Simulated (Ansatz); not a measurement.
# C2H3OSi+: one structure at several levels

The atoms stand at a frame of a short trajectory. How far do the functionals agree with one another there?

Method: single points in def2-TZVPP; program: Ansatz 0.2.0, Gaussian basis.

2 further runs of the same task are left out: 2 that didn't finish.

## Step 1: The system as given

SMILES `O[CH+]C#[SiH]`, 7 atoms, charge 1, spin multiplicity 1.

Atoms are counted from 1 here; the program's logs count them from 0.

Bond lengths: O1–C2 1.296 Å, O1–H5 0.974 Å, C2–C3 1.427 Å, C2–H6 1.126 Å, C3–Si4 1.667 Å, Si4–H7 1.554 Å. Angles: C2–O1–H5 111.4°, O1–C2–C3 123.4°, O1–C2–H6 116.9°, C3–C2–H6 119.7°, C2–C3–Si4 138.6°, C3–Si4–H7 157.6°.

As a file:

```
O    -0.8380    1.2464    0.3505
C     0.1306    0.4982    0.7766
C     0.6140   -0.6413    0.0659
Si    0.2800   -1.4736   -1.3391
H    -0.9031    2.0703    0.8655
H     0.6203    0.8012    1.7442
H     0.4949   -2.4985   -2.4873
```

## Step 2: PBE-D4/def2-TZVPP

Contents of run/in.yaml:

```yaml
crystal:
  periodic: [false, false, false]
  atoms:
    - {symbol: O, position_ang: [-0.838038, 1.246421, 0.350511]}
    - {symbol: C, position_ang: [0.130648, 0.498218, 0.776623]}
    - {symbol: C, position_ang: [0.613966, -0.641276, 0.065867]}
    - {symbol: Si, position_ang: [0.280021, -1.473567, -1.339086]}
    - {symbol: H, position_ang: [-0.903129, 2.070288, 0.865529]}
    - {symbol: H, position_ang: [0.620289, 0.801157, 1.744212]}
    - {symbol: H, position_ang: [0.494920, -2.498450, -2.487263]}
basis:
  gaussian: {orbitals: def2-TZVPP}
total_charge: 1
hamiltonian: {xc: pbe, dispersion: d4}
output: {forces: true}
```

The run is started by

```sh
$ ansatz run in.yaml --threads 2 --pin off --events-out ev --progress --plain --max-ram 3481MiB
```

## Step 3: r2SCAN-D4/def2-TZVPP

Changes to run/in.yaml since step 2:

```diff
@@ -13,3 +13,3 @@
 total_charge: 1
-hamiltonian: {xc: pbe, dispersion: d4}
+hamiltonian: {xc: r2scan, dispersion: d4}
 output: {forces: true}
```

## Step 4: PBE0-D4/def2-TZVPP

Changes to run/in.yaml since step 3:

```diff
@@ -13,3 +13,3 @@
 total_charge: 1
-hamiltonian: {xc: r2scan, dispersion: d4}
-output: {forces: true}
+hamiltonian: {xc: pbe0, dispersion: d4}
+output: {forces: true, orbitals: {seedname: orbitals}}
```

## Step 5: wB97M-V/def2-TZVPP

Changes to run/in.yaml since step 4:

```diff
@@ -13,3 +13,3 @@
 total_charge: 1
-hamiltonian: {xc: pbe0, dispersion: d4}
-output: {forces: true, orbitals: {seedname: orbitals}}
+hamiltonian: {xc: {name: wB97M-V}}
+output: {forces: true}
```

(Steps that only read results are left out.)

What does the calculation give? Wanted: RMS force component; HOMO and LUMO, PBE0-D4.

The runs gave:

| quantity | value |
| --- | --- |
| RMS force component | 0.779 to 0.813 eV/Å over the methods |
| HOMO and LUMO, PBE0-D4 | -12.71 and -8.40 eV |

**Reading.** No sound CCSD(T) forces are at hand. Among the functionals the RMS force differs by up to 4 %.
